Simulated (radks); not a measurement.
# Br⁻ held by a Watson sphere

The task here is to estimate one member of a computed series from the others.

Method: scalar-relativistic Kohn-Sham, PBEsol, spin-polarised, spherical densities, finite nucleus. Code: radks (a radial shooting solver on a logarithmic mesh, Libxc functionals) version 1.

## The system

* element: bromine (Z = 35)
* charge: -1
* electrons: 36
* configuration: [Kr]
* nuclear rms radius: 4.1629 fm

The outer shells:

Br⁻
```
[Ar] core
3d [↑↓][↑↓][↑↓][↑↓][↑↓]
4s [↑↓]
4p [↑↓][↑↓][↑↓]
```

The first run:

The run's settings:

```text
Z 35
configuration [Kr]
relativity scalar-relativistic
functional pbe_sol,pbe_sol
spin polarised
nucleus finite rms 4.1629 fm
c 137.035999084
watson charge 1.44 radius 2.25 bohr
response adiabatic LDA kernel
```

Steps of the session up to this table: R = 2.25 bohr; R = 2.38 bohr; R = 3.2 bohr; R = 3.33 bohr; R = 3.89 bohr; R = 4.32 bohr.

One table of the session follows, with a row left open; its other results are not shown here.

```
R (bohr)  highest level (eV)  its <r> (bohr)  sum of <r²> (bohr²)  α (bohr³)
    2.25             -12.460           2.074                44.17      20.09
    2.38             -12.182           2.095                44.85      21.12
     3.2             -10.412           2.196                48.46      28.39
    3.33                   ?               ?                    ?          ?
    3.89              -9.090           2.248                50.53      34.70
    4.32              -8.374           2.270                51.47      38.40
```

Q: Estimate the row for R (bohr) = 3.33 from the others.

Worked estimate for «highest level (eV)». A straight line through the neighbours (3.2, -10.412) and (3.89, -9.090) gives -10.412 + (-9.090 + 10.412) × (3.33 − 3.2) / (3.89 − 3.2) = -10.163; a parabola fitted to 4 rows on both sides gives -10.147.

**Answer.** highest level (eV): -10.147; its <r> (bohr): 2.207; sum of <r²> (bohr²): 48.91; α (bohr³): 29.60. In «highest level (eV)» the line misses by -0.016 and the parabola by 0.000.

In words: From R = 2.25 to 4.32 bohr the top level moves from -12.460 to -8.374 eV and its mean radius from 2.07 to 2.27 bohr. A wider sphere makes a shallower well, so the ion swells.
